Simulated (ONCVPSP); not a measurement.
# An ONCV potential for Mo, from input to tests

Do these settings give a usable potential? It is generated, then checked for transferability, scattering, ghosts and hardness.

The numbers are computed with ONCVPSP 4.0.1 (PBEsol, non-relativistic, spin-unpolarised reference atom).

### 1 The atom and the settings

Typed settings, in words:

- element: molybdenum (Mo, Z = 42)
- type: optimised norm-conserving Vanderbilt (ONCV)
- frozen core: [Ar] 3d10 4s2
- valence charge: 12
- reference configuration: 4p6 4d5 5s1
- partial waves: 5s: rc 2.75 bohr, ncon 4, nbas 7, qcut 1.9 1/bohr, 2 projectors, debl 1.2 Ha; 4p: rc 1.20 bohr, ncon 4, nbas 9, qcut 7.8 1/bohr, 1 projector; 4d: rc 2.00 bohr, ncon 3, nbas 8, qcut 7.6 1/bohr, 2 projectors, debl 2.6 Ha
- local potential: polynomial inside 1.20 bohr (lpopt 5, dvloc0 6 Ha)
- core correction: Teter function, fcfact 4.25, rcfact 1.55

The outer shells as boxes (Hund's rule for the drawing; the calculation is spin-unpolarised):

```
[Ar] core
3d [↑↓][↑↓][↑↓][↑↓][↑↓]
4s [↑↓]
4p [↑↓][↑↓][↑↓]
4d [↑ ][↑ ][↑ ][↑ ][↑ ]
5s [↑ ]
```

The nodes and maxima of the atom's own shells, from an earlier all-electron run, set the scale for the radii.

All-electron outer shells of the reference configuration (PBEsol, non-relativistic, ld1.x):

```csv
shell,level (eV),outermost node (bohr),outermost maximum (bohr)
4s,-60.71,0.53,1.01
4p,-37.69,0.53,1.08
4d,-4.01,0.53,1.37
5s,-3.82,1.38,3.04
5p,-1.00,1.56,4.11
```

### 2 Generation

Contents of Mo.dat:

```
# ATOM AND REFERENCE CONFIGURATION
# atsym  z   nc   nv     iexc    psfile
  Mo 42.00    7    3  -116133      upf
#
#   n    l    f
    1    0    2.00
    2    0    2.00
    2    1    6.00
    3    0    2.00
    3    1    6.00
    3    2   10.00
    4    0    2.00
    4    1    6.00
    4    2    5.00
    5    0    1.00
#
# PSEUDOPOTENTIAL AND OPTIMIZATION
# lmax
    2
#
#   l,   rc,      ep,       ncon, nbas, qcut
    0    2.75    0.00    4    7    1.90
    1    1.20    0.00    4    9    7.80
    2    2.00    0.00    3    8    7.60
#
# LOCAL POTENTIAL
# lloc, lpopt,  rc(5),   dvloc0
    4    5    1.20    6.00
#
# VANDERBILT-KLEINMAN-BYLANDER PROJECTORs
# l, nproj, debl
    0    2    1.20
    1    1    2.50
    2    2    2.60
#
# MODEL CORE CHARGE
# icmod, fcfact, rcfact
    3    4.25    1.55
#
# LOG DERIVATIVE ANALYSIS
# epsh1, epsh2, depsh
   -3.00    5.00    0.02
#
# OUTPUT GRID
# rlmax, drl
    6.00    0.01
#
# TEST CONFIGURATIONS
# ncnf
    4
# nvcnf
#   n    l    f
    3
    4    1    6.00
    4    2    5.00
    5    0    0.00
#
    3
    4    1    6.00
    4    2    4.00
    5    0    0.00
#
    3
    4    1    6.00
    4    2    3.00
    5    0    0.00
#
    3
    4    1    6.00
    4    2    4.00
    5    0    1.00
#
```

Started as:

```bash
$ oncvpspnr.x < Mo.dat > Mo.out
```

Before running it: what results should come out? Wanted: cutoffs for 1 and 0.1 mHa per electron, occupied waves; bound ghosts; GHOST(+) flags; largest test error; largest phase difference near zero energy, channels read; rms error of d²Exc/dn², without and with the model core.

The runs gave:

| quantity | value |
| --- | --- |
| cutoffs for 1 and 0.1 mHa per electron, occupied waves | 28 Ha and 99 Ha |
| bound ghosts | s at -23.40 eV |
| GHOST(+) flags | none at low energy |
| largest test error (AE − PS) | +59 meV, for 4p6 4d3 5s0 |
| largest phase difference near zero energy, channels read | 0.002 rad |
| rms error of d²Exc/dn², without and with the model core | 3.34 and 0.42 mHa |

What this shows: It has a bound ghost (s), a state that the atom doesn't have, and that rules the file out. The worst unpolarised test, 4p6 4d3 5s0, is off by 59 meV on 49.3 eV; by total energies transferability rates as fair. That test lies far up in energy; among those under 40 eV, nearer to bonding, the largest error is 17 meV. The potential is of middling hardness: the looser tolerance needs 28 Ha. The tighter tolerance needs 99 Ha, and converged work needs a cutoff nearer that. At the looser tolerance the 4p wave is the slowest; 4d needs 18 Ha. Near zero energy the phases of the channels with partial waves agree within 0.002 rad. These are tests on the free atom; a crystal test is still owed.
